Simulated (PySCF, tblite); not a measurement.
# C₇H₁₁FGe: geometry, infrared bands and NMR shifts

Wanted: the infrared bands and NMR shifts of C₇H₁₁FGe (`C=CC(=C)C(=C)[CH2][GeH2][F]`), by calculation.

Computed with tblite 0.8.0 and PySCF 2.14.0, with density-fitted response routines of our own, on a single molecule in the gas phase. Atoms are numbered from 0 throughout.

## (1) The molecule as given

20 atoms, charge 0, multiplicity 1; geometry from: force field or distance geometry start.

Bonds of the start (Å): C0–C1 1.34, C1–C2 1.47, C2–C3 1.34, C2–C4 1.49, C4–C5 1.34, C4–C6 1.50, C6–Ge7 1.95, Ge7–F8 1.75, C0–H9 1.08, C0–H10 1.09, C1–H11 1.09, C3–H12 1.09, C3–H13 1.07, C5–H14 1.08, C5–H15 1.08, C6–H16 1.11, C6–H17 1.11, Ge7–H18 1.56, Ge7–H19 1.55.

## (2) Geometry optimisation with GFN2-xTB

Job settings and geometry (Å):

```
{"job": {"kind": "relax", "xc": "GFN2-xTB", "basis": "xTB"}, "charge": 0, "multiplicity": 1}
C      1.546600    -1.659100     0.821200
C      1.873100    -0.362900     0.804000
C      1.059500     0.685700     0.182400
C      1.301300     1.976300     0.462900
C     -0.025800     0.362100    -0.785400
C      0.245500    -0.377800    -1.874000
C     -1.437300     0.817900    -0.536900
Ge    -2.397400    -0.559600     0.451500
F     -1.633700    -0.819600     2.008700
H      2.171700    -2.378600     1.320600
H      0.622500    -2.012100     0.359900
H      2.782400    -0.084200     1.333500
H      2.077700     2.241100     1.181900
H      0.745100     2.769300     0.004200
H     -0.531000    -0.638800    -2.572200
H      1.256000    -0.719400    -2.056000
H     -1.452200     1.750000     0.072100
H     -1.969300     1.014400    -1.487900
H     -3.872000    -0.110700     0.663400
H     -2.367800    -1.883600    -0.357000
```

The run is started by

```console
> OMP_NUM_THREADS=1 python probes_run.py task.json out
```

This one command runs all jobs of the session in turn.

Output:

```text
step      E/eV     max force
  0    -740.18865    1.126
  1    -740.24740    0.841
  2    -740.28373    0.408
  3    -740.31533    0.432
  4    -740.33961    0.430
  5    -740.35993    0.303
  6    -740.37127    0.274
  7    -740.37749    0.248
  8    -740.38259    0.233
  9    -740.38727    0.182
 10    -740.39161    0.154
 11    -740.39426    0.122
 12    -740.39582    0.115
 13    -740.39689    0.092
 14    -740.39773    0.055
 15    -740.39830    0.057
 16    -740.39876    0.070
 17    -740.39918    0.065
 18    -740.39956    0.050
 19    -740.39993    0.046
 20    -740.40032    0.046
 21    -740.40071    0.057
 22    -740.40108    0.060
 23    -740.40138    0.060
 24    -740.40162    0.047
 25    -740.40185    0.034
 26    -740.40204    0.037
 27    -740.40218    0.039
 28    -740.40228    0.033
 29    -740.40236    0.026
 30    -740.40245    0.031
 31    -740.40256    0.039
 32    -740.40266    0.036
 33    -740.40276    0.025
 34    -740.40285    0.021
 35    -740.40294    0.026
 36    -740.40304    0.028
 37    -740.40312    0.022
 38    -740.40320    0.020
 39    -740.40328    0.026
 40    -740.40338    0.034
 41    -740.40349    0.032
 42    -740.40363    0.027
 43    -740.40380    0.041
 44    -740.40401    0.043
 45    -740.40426    0.044
 46    -740.40456    0.048
 47    -740.40492    0.060
 48    -740.40534    0.058
 49    -740.40578    0.057
 50    -740.40617    0.056
 51    -740.40650    0.038
 52    -740.40679    0.047
 53    -740.40711    0.053
 54    -740.40744    0.045
 55    -740.40775    0.038
 56    -740.40805    0.042
 57    -740.40841    0.056
 58    -740.40889    0.063
 59    -740.40948    0.063
 60    -740.41005    0.082
 61    -740.41042    0.044
 62    -740.41091    0.057
 63    -740.41129    0.066
 64    -740.41166    0.042
 65    -740.41205    0.040
 66    -740.41239    0.031
 67    -740.41257    0.027
 68    -740.41269    0.048
 69    -740.41282    0.027
 70    -740.41308    0.030
 71    -740.41331    0.039
 72    -740.41353    0.041
 73    -740.41378    0.040
 74    -740.41404    0.038
 75    -740.41435    0.039
 76    -740.41467    0.036
 77    -740.41493    0.029
 78    -740.41513    0.024
 79    -740.41528    0.021
 80    -740.41540    0.022
 81    -740.41553    0.025
 82    -740.41570    0.027
 83    -740.41588    0.028
 84    -740.41602    0.036
 85    -740.41616    0.035
 86    -740.41633    0.027
 87    -740.41676    0.037
 88    -740.41722    0.046
 89    -740.41767    0.040
 90    -740.41791    0.033
 91    -740.41806    0.028
 92    -740.41817    0.024
 93    -740.41833    0.036
 94    -740.41848    0.021
 95    -740.41857    0.020
 96    -740.41863    0.016
 97    -740.41868    0.014
 98    -740.41875    0.025
 99    -740.41886    0.024
100    -740.41895    0.034
101    -740.41904    0.034
102    -740.41912    0.024
103    -740.41920    0.015
104    -740.41926    0.016
105    -740.41930    0.016
106    -740.41934    0.016
107    -740.41938    0.018
108    -740.41944    0.018
109    -740.41950    0.022
110    -740.41959    0.023
111    -740.41971    0.026
112    -740.41986    0.026
113    -740.42001    0.025
114    -740.42012    0.027
115    -740.42019    0.022
116    -740.42025    0.022
117    -740.42030    0.021
118    -740.42036    0.025
119    -740.42042    0.020
120    -740.42048    0.020
121    -740.42053    0.019
122    -740.42061    0.021
123    -740.42070    0.021
124    -740.42077    0.018
125    -740.42084    0.019
126    -740.42092    0.030
127    -740.42103    0.045
128    -740.42118    0.053
129    -740.42137    0.043
130    -740.42158    0.028
131    -740.42181    0.037
132    -740.42212    0.054
133    -740.42254    0.070
134    -740.42302    0.066
135    -740.42326    0.037
136    -740.42333    0.065
137    -740.42365    0.032
138    -740.42373    0.023
139    -740.42387    0.020
140    -740.42397    0.020
141    -740.42408    0.026
142    -740.42418    0.028
143    -740.42426    0.023
144    -740.42433    0.016
145    -740.42437    0.015
146    -740.42443    0.017
147    -740.42450    0.026
148    -740.42458    0.027
149    -740.42465    0.018
150    -740.42470    0.012
151    -740.42473    0.010
```

Wall time 7 s (1 thread of Intel Xeon at 2.50GHz, shared host); peak memory 0.18 GiB.

Step by step: (not every step is listed)

```csv
step,energy from step 0 (eV),largest force (eV/Å)
0,0.0000,1.1265
1,-0.0587,0.8411
2,-0.0951,0.4083
3,-0.1267,0.4317
4,-0.1510,0.4297
5,-0.1713,0.3026
6,-0.1826,0.2740
7,-0.1888,0.2476
8,-0.1939,0.2327
21,-0.2121,0.0567
34,-0.2142,0.0215
47,-0.2163,0.0598
60,-0.2214,0.0821
73,-0.2251,0.0397
86,-0.2277,0.0271
99,-0.2302,0.0236
112,-0.2312,0.0259
125,-0.2322,0.0186
138,-0.2351,0.0233
146,-0.2358,0.0173
147,-0.2358,0.0262
148,-0.2359,0.0269
149,-0.2360,0.0179
150,-0.2360,0.0124
151,-0.2361,0.0100
```

Close pairs (by a distance rule), those that changed most:

```csv
bond,before (Å),after (Å),change (Å)
Ge7–H19,1.552,1.505,-0.047
Ge7–H18,1.556,1.512,-0.044
C6–Ge7,1.948,1.992,+0.043
C6–H16,1.114,1.093,-0.021
C4–C5,1.344,1.325,-0.019
C6–H17,1.107,1.090,-0.017
C3–H12,1.091,1.077,-0.014
C0–H10,1.091,1.079,-0.012
```

The final coordinates are the input of the step that follows.

## (3) Infrared spectrum with GFN2-xTB

Job settings and geometry (Å):

```
{"job": {"kind": "ir", "xc": "GFN2-xTB", "basis": "xTB"}, "charge": 0, "multiplicity": 1}
C      1.291238    -1.764788     0.608696
C      1.532764    -0.487359     0.880637
C      0.965034     0.645199     0.162613
C      1.246939     1.899223     0.516795
C      0.029410     0.368933    -0.956033
C      0.445521    -0.131176    -2.110448
C     -1.406475     0.673292    -0.674271
Ge    -2.187180    -0.515385     0.719886
F     -1.456779    -0.059117     2.244078
H      1.734512    -2.557329     1.186781
H      0.655878    -2.063304    -0.211092
H      2.184926    -0.222682     1.702638
H      1.912319     2.119960     1.334215
H      0.833589     2.744333    -0.008072
H     -0.234125    -0.332431    -2.922363
H      1.485729    -0.343726    -2.288777
H     -1.503842     1.690124    -0.285543
H     -2.002439     0.592314    -1.583699
H     -3.646621    -0.256591     1.018901
H     -1.885549    -1.988811     0.662023
```

Output:

```text
mode    cm-1     km/mol
  1      26.9      2.61
  2      37.1      0.21
  3      58.2      2.47
  4     115.1      0.33
  5     134.8      5.06
  6     138.7      5.12
  7     180.1      0.63
  8     250.9      4.15
  9     299.1      0.05
 10     363.4      4.85
 11     417.8     43.52
 12     459.3      3.33
 13     474.5    115.70
 14     501.3      9.93
 15     519.2     18.18
 16     579.1     19.52
 17     627.8     18.98
 18     661.3    102.33
 19     701.6      7.06
 20     719.4     32.18
 21     748.5      3.53
 22     755.0     12.79
 23     786.0    234.79
 24     798.5     68.34
 25     882.1     37.50
 26     888.4     13.81
 27     892.8      5.28
 28     920.6      3.16
 29     958.8      4.83
 30    1008.0     18.14
 31    1016.6      6.86
 32    1082.3      4.32
 33    1170.5     46.28
 34    1189.2      1.99
 35    1282.6      0.78
 36    1313.5      8.45
 37    1396.9      0.54
 38    1405.0      2.44
 39    1414.0      0.16
 40    1426.6      1.37
 41    1654.1      3.69
 42    1663.6      1.85
 43    1708.2     17.29
 44    1881.8    309.96
 45    1962.5    477.99
 46    2938.8     15.59
 47    2971.3     29.68
 48    3058.1     21.77
 49    3080.6     29.61
 50    3095.3     26.32
 51    3100.8     16.67
 52    3124.7     28.19
 53    3126.6     70.14
 54    3127.8     14.22
```

Wall time 3 s (1 thread of Intel Xeon at 2.50GHz, shared host); peak memory 0.18 GiB.

Which atoms move in the most intense modes:

```csv
cm⁻¹,km/mol,atoms
474,115.7,"F8 72 %, Ge7 18 %"
661,102.3,"H18 35 %, H19 18 %"
786,234.8,"H18 47 %, H19 42 %"
798,68.3,"C6 21 %, H17 18 %, H16 16 %"
1170,46.3,"H16 30 %, H17 25 %, C6 25 %"
1882,310.0,"H18 76 %, H19 23 %"
1962,478.0,"H19 76 %, H18 22 %"
3127,70.1,"H12 45 %, H13 35 %"
```

## (4) Shielding tensors: PBE0/pcSseg-1

Settings changed since step 3:

```diff
@@ -1,2 +1,2 @@
-{"job": {"kind": "ir", "xc": "GFN2-xTB", "basis": "xTB"}, "charge": 0, "multiplicity": 1}
+{"job": {"kind": "nmr", "xc": "PBE0", "basis": "pcSseg-1"}, "charge": 0, "multiplicity": 1}
 C      1.291238    -1.764788     0.608696
```

Method: GIAO PBE0/pcSseg-1 NMR shielding, non-relativistic, gas phase.

Output:

```text
coarse grid: 76168 points
cycle   1  E = -2449.0763304101  dE =  3.455e-01  |g| = 1.110e+00  |ddm| = 4.211e+00
cycle   2  E = -2448.9116792500  dE =  1.647e-01  |g| = 1.504e+00  |ddm| = 1.644e+00
cycle   3  E = -2449.2126326528  dE = -3.010e-01  |g| = 2.400e-01  |ddm| = 1.102e+00
cycle   4  E = -2449.2209671062  dE = -8.334e-03  |g| = 6.480e-02  |ddm| = 1.825e-01
cycle   5  E = -2449.2215322229  dE = -5.651e-04  |g| = 1.293e-02  |ddm| = 5.419e-02
cycle   6  E = -2449.2215659723  dE = -3.375e-05  |g| = 5.124e-03  |ddm| = 1.686e-02
cycle   7  E = -2449.2215718606  dE = -5.888e-06  |g| = 1.934e-03  |ddm| = 6.053e-03
final grid: 162192 points
cycle   8  E = -2449.2215374528  dE =  1.829e-06  |g| = 3.351e-03  |ddm| = 5.582e-03
cycle   9  E = -2449.2215306438  dE =  6.809e-06  |g| = 6.089e-03  |ddm| = 8.530e-03
cycle  10  E = -2449.2215403408  dE = -9.697e-06  |g| = 3.908e-04  |ddm| = 5.530e-03
cycle  11  E = -2449.2215403753  dE = -3.450e-08  |g| = 4.392e-05  |ddm| = 3.584e-04
cycle  12  E = -2449.2215403757  dE = -4.038e-10  |g| = 1.036e-05  |ddm| = 4.517e-05
converged SCF energy = -2449.2215403757

GIAO shielding tensors (ppm)
atom      isotropic    diamagn.    paramagn.     s11        s22        s33       span
  0 C       62.905     258.543    -195.638    -42.978     61.060    170.632    213.609
  1 C       40.026     252.980    -212.954    -74.536     45.630    148.984    223.521
  2 C       28.315     259.882    -231.568    -83.834     23.559    145.218    229.053
  3 C       62.779     252.577    -189.799    -35.692     68.587    155.441    191.132
  4 C       35.602     260.693    -225.090    -84.634     40.720    150.721    235.355
  5 C       66.652     252.329    -185.677    -38.126     85.120    152.961    191.087
  6 C      150.261     252.376    -102.115    136.629    142.832    171.324     34.696
  7 Ge    1298.474    2754.347   -1455.873   1145.574   1279.875   1469.974    324.399
  8 F      420.880     478.618     -57.738    373.702    423.368    465.571     91.870
  9 H       26.124      29.649      -3.524     24.307     25.673     28.393      4.086
 10 H       25.811      34.671      -8.860     22.342     25.156     29.935      7.593
 11 H       24.918      32.167      -7.249     22.935     24.497     27.324      4.389
 12 H       26.246      31.394      -5.147     23.302     25.535     29.902      6.601
 13 H       26.335      31.855      -5.520     22.706     25.206     31.091      8.385
 14 H       26.182      31.725      -5.543     22.528     25.650     30.368      7.839
 15 H       26.698      31.853      -5.155     22.806     25.597     31.691      8.886
 16 H       29.017      31.504      -2.487     25.249     27.883     33.921      8.672
 17 H       29.537      31.729      -2.192     25.650     28.285     34.675      9.025
 18 H       26.154      27.478      -1.324     19.249     21.333     37.880     18.631
 19 H       26.224      29.071      -2.847     20.607     22.098     35.969     15.362
```

It took 3.9 min on 1 thread of Intel Xeon at 2.50GHz, shared host; peak memory 1.1 GiB.

The references, computed at this level on geometries of the same kind, shield at (ppm): 1H TMS 31.72, 13C TMS 186.9, 19F CFCl3 170.9, 73Ge GeMe4 1331. Their shielding less the atom's gives the shift. The references are single molecules in the gas phase, so shifts against H2O, NH3, PH3, H3PO4 or CFCl3 are not on the usual liquid scales and can be off by tens of ppm. Atoms listed in one row are averaged.

```csv
atoms,environment,σ (ppm),δ (ppm)
C2,fully substituted alkene carbon,28.3,158.6
C4,fully substituted alkene carbon,35.6,151.3
C1,alkene CH,40.0,146.9
C3,terminal =CH2 carbon,62.8,124.1
C0,terminal =CH2 carbon,62.9,124.0
C5,terminal =CH2 carbon,66.7,120.3
C6,allylic sp3 CH2 bonded to Ge,150.3,36.7
H11,hydrogen on an alkene CH,24.92,6.80
H10,hydrogen on a terminal =CH2 carbon,25.81,5.91
H9,hydrogen on a terminal =CH2 carbon,26.12,5.59
H14,hydrogen on a terminal =CH2 carbon,26.18,5.54
"H18, H19","hydrogen on a germanium bonded to C, F",26.19,5.53
H12,hydrogen on a terminal =CH2 carbon,26.25,5.47
H13,hydrogen on a terminal =CH2 carbon,26.33,5.38
H15,hydrogen on a terminal =CH2 carbon,26.70,5.02
"H16, H17",hydrogen on an allylic sp3 CH2 bonded to Ge,29.28,2.44
Ge7,"germanium bonded to C, F, 2 H",1298,32
F8,fluorine bonded to Ge,420.9,-249.9
```

The run also stored atomic charges by several schemes (e):

```csv
atoms,Mulliken,IAO,Hirshfeld,ESP fit
C0,-0.13,-0.31,-0.10,-0.44
C1,-0.09,-0.13,-0.04,-0.11
C2,-0.25,0.00,0.01,0.05
C3,-0.02,-0.31,-0.09,-0.44
C4,-0.38,0.02,0.01,0.28
C5,-0.01,-0.34,-0.11,-0.63
C6,-0.37,-0.50,-0.14,-0.52
Ge7,0.74,0.94,0.44,0.64
F8,-0.51,-0.55,-0.26,-0.35
```

Mayer bond orders: C0–C1 1.92, C1–C2 1.09, C2–C3 1.91, C2–C4 1.00, C4–C5 1.98, C4–C6 1.04, C6–Ge7 0.91, Ge7–F8 0.78.

The fields below are evaluated on a grid from the run's orbitals.

Frontier orbitals at PBE0/pcSseg-1, with the share of their density that lies nearest to each atom:

```csv
orbital,energy (eV),lies on
HOMO,-6.67,"C0, C3 about 22 % each; C2 13 %; C1 10 %"
LUMO,-0.86,"C0, C3 about 21 % each; C2 16 %; C1 12 %"
```

ELF in a plane through or near 5 of the atoms.

Values, 10 rows by 14 columns:
```
0.00 0.00 0.00 0.00 0.00 0.00 0.00 0.00 0.00 0.00 0.00 0.00 0.00 0.00
0.00 0.00 0.00 0.00 0.03 0.14 0.01 0.00 0.00 0.00 0.00 0.00 0.00 0.00
0.00 0.00 0.00 0.03 0.98 0.99 0.33 0.01 0.66 0.98 0.38 0.00 0.00 0.00
0.00 0.00 0.00 0.04 0.49 0.27 0.63 0.07 0.95 1.00 0.72 0.03 0.00 0.00
0.00 0.00 0.00 0.20 0.70 0.80 0.18 0.02 0.14 0.36 0.13 0.05 0.00 0.00
0.00 0.00 0.00 0.01 0.12 0.21 0.39 0.57 0.45 0.47 0.09 0.01 0.00 0.00
0.00 0.00 0.00 0.00 0.06 0.06 0.43 0.57 0.49 1.00 0.97 0.02 0.00 0.00
0.00 0.00 0.00 0.00 0.00 0.01 0.22 0.31 0.03 0.22 0.12 0.00 0.00 0.00
0.00 0.00 0.00 0.00 0.00 0.00 0.00 0.00 0.00 0.00 0.00 0.00 0.00 0.00
0.00 0.00 0.00 0.00 0.00 0.00 0.00 0.00 0.00 0.00 0.00 0.00 0.00 0.00
```
The map spans 12.2 Å across and 10.6 Å up, centred on the molecule. Atoms in the plane (x, y in Å): C0 (-1.3, 1.7), C4 (0.1, -0.9), H9 (-1.8, 2.7), H17 (2.2, -1.3), H19 (1.8, 2.1).

log10 of the density (e/Å³) in the same plane.

Ten even steps from ' ' (-4.0) to '@' (0.9):
```
                                                        
                    ..                                  
              ..::------::..    ..........              
            ::--==++++++==--::::--------::..            
          ..::==++####**++==----==++++==--::..          
          ..--++**%%%%##**++====++**##**++--::..        
          ::--++**##%%@@%%##++++**####**++==--::..      
          ::==++**##%%%%%%##++++****##**++==--::..      
          ::==++**######****++++++******++==--::..      
          ::--==++********************++++==--::..      
          ..--====++****############****++==--::..      
            ::--==++****##%%@@%%##%%%%##++==--..        
            ..--====++**##%%%%######%%##**==::          
            ..::--====++****************++--::          
              ..::::--====++++==========--::..          
                  ..::::--------::::::::..              
                      ....::::........                  
                                                        
                                                        
                                                        
```
The map spans 12.2 Å across and 10.6 Å up, centred on the molecule. Atoms in the plane (x, y in Å): C0 (-1.3, 1.7), C4 (0.1, -0.9), H9 (-1.8, 2.7), H17 (2.2, -1.3), H19 (1.8, 2.1).

On the surface of density 0.002 e/bohr³ the electrostatic potential runs, from the 1st to the 99th percentile, from -1.65 V near F8 to 1.64 V near Ge7.

## (5) Results

| quantity | value |
| --- | --- |
| strongest single infrared mode (GFN2-xTB) | 1962 cm⁻¹, 478 km/mol |
| zero-point energy (GFN2-xTB) | 93.1 kcal/mol |
| 13C shifts against TMS (PBE0/pcSseg-1) | 158.6, 151.3, 146.9, 124.1, 124.0, 120.3, 36.7 ppm |
| 1H shifts against TMS (PBE0/pcSseg-1, means over atoms taken as alike) | 6.80, 5.91, 5.59, 5.54, 5.53, 5.47, 5.38, 5.02, 2.44 ppm |
| 73Ge shifts against GeMe4 (PBE0/pcSseg-1) | 32 ppm |
| 19F shifts against CFCl3 (PBE0/pcSseg-1) | -249.9 ppm |
| surface potential, 1st and 99th percentile | -1.65 V and 1.64 V |

**Reading.** Over 151 steps the energy fell by 0.236 eV; of the close pairs, Ge7–H19 changed most, 1.552 to 1.505 Å. All 54 modes are real, so the xTB geometry is a minimum. The strongest single mode, at 1962 cm⁻¹, moves mainly H19. Unscaled tight-binding wavenumbers are off by several per cent, some by more. Its intensities can rank the bands wrongly. The most deshielded hydrogen is H11 (hydrogen on an alkene CH), at 6.80 ppm: olefinic region. At PBE0/pcSseg-1: Shielding is most anisotropic at Ge7 (span 324 ppm, paramagnetic term -1456 ppm). At PBE0/pcSseg-1, counted by nearest atom on the grid, the HOMO lies on C0, C3 about 22 % each; C2 13 %, the LUMO on C0, C3 about 21 % each; C2 16 %. Spin-orbit coupling is left out, which matters for shieldings and couplings at and beside the heavy atoms.
